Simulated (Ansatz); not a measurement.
# C₃H₅FGe: how energies converge with the basis set

How large a basis does C₃H₅FGe need? Two functionals are run in growing sets.

Method: one geometry, several basis sets; program: Ansatz 0.2.0, Gaussian basis.

Levels to be run: PBE0-D4/def2-SVP; ωB97M-V/def2-SVP; PBE0-D4/def2-QZVPP; ωB97M-V/def2-QZVPP; the functionals' def2-TZVPP values are taken from earlier runs.

### Step 1. Structure used throughout

An earlier PBE0-D4 in a triple-zeta def2 set relaxation fixed the geometry.

10 atoms, charge 0, spin multiplicity 1.

Atoms are counted from 1 here; the program's logs count them from 0.

Bond lengths: F1–C2 1.382 Å, C2–C3 1.504 Å, C2–Ge5 2.012 Å, C2–H6 1.094 Å, C3–C4 1.339 Å, C3–H7 1.090 Å, C4–Ge5 1.948 Å, C4–H8 1.083 Å, Ge5–H9 1.536 Å, Ge5–H10 1.541 Å. Angles: F1–C2–C3 113.9°, F1–C2–Ge5 118.6°, F1–C2–H6 107.5°, C3–C2–Ge5 86.1°, C3–C2–H6 113.5°, Ge5–C2–H6 116.1°, C2–C3–C4 108.8°, C2–C3–H7 123.6°, C4–C3–H7 127.6°, C3–C4–Ge5 93.4°, C3–C4–H8 126.8°, Ge5–C4–H8 139.8°, C2–Ge5–C4 71.5°, C2–Ge5–H9 114.9°, C2–Ge5–H10 120.1°, C4–Ge5–H9 116.3°, C4–Ge5–H10 119.4°, H9–Ge5–H10 110.2°.

### Step 2. PBE0-D4 in def2-SVP

Input file in.yaml:

```yaml
crystal:
  periodic: [false, false, false]
  atoms:
    - {symbol: F, position_ang: [-1.694883, -0.184975, 1.410447]}
    - {symbol: C, position_ang: [-0.371128, -0.135673, 1.014956]}
    - {symbol: C, position_ang: [-0.004086, -1.166806, -0.016227]}
    - {symbol: C, position_ang: [0.526948, -0.544945, -1.076934]}
    - {symbol: Ge, position_ang: [0.175340, 1.230317, -0.356995]}
    - {symbol: H, position_ang: [0.243812, -0.184082, 1.918450]}
    - {symbol: H, position_ang: [-0.133061, -2.238863, 0.130114]}
    - {symbol: H, position_ang: [0.970027, -1.011108, -1.948633]}
    - {symbol: H, position_ang: [-0.986483, 2.005418, -0.996242]}
    - {symbol: H, position_ang: [1.356712, 2.179615, -0.076035]}
basis:
  gaussian: {orbitals: def2-SVP}
hamiltonian: {xc: pbe0, dispersion: d4}
output: {orbitals: {seedname: orbitals}}
```

After this run come: ωB97M-V in def2-SVP; PBE0-D4 in def2-QZVPP; ωB97M-V in def2-QZVPP.

Q: Predict the results of all the runs planned. Wanted: PBE0-D4: double and triple zeta above quadruple; ωB97M-V: double and triple zeta above quadruple.

**Answer**, as computed:

| quantity | value |
| --- | --- |
| PBE0-D4: double and triple zeta above quadruple | 15.48, 1.53 eV |
| ωB97M-V: double and triple zeta above quadruple | 15.64, 1.49 eV |

What this shows: For PBE0-D4 the step from double to triple zeta gains 13.95 eV and the next only 1.53 eV. These are total energies; as a rule much of such shifts cancels in differences, which this series doesn't test. The LUMO of ωB97M-V is positive and keeps falling with the basis (1.89 to 1.31 eV): an unbound level that the basis holds in place.
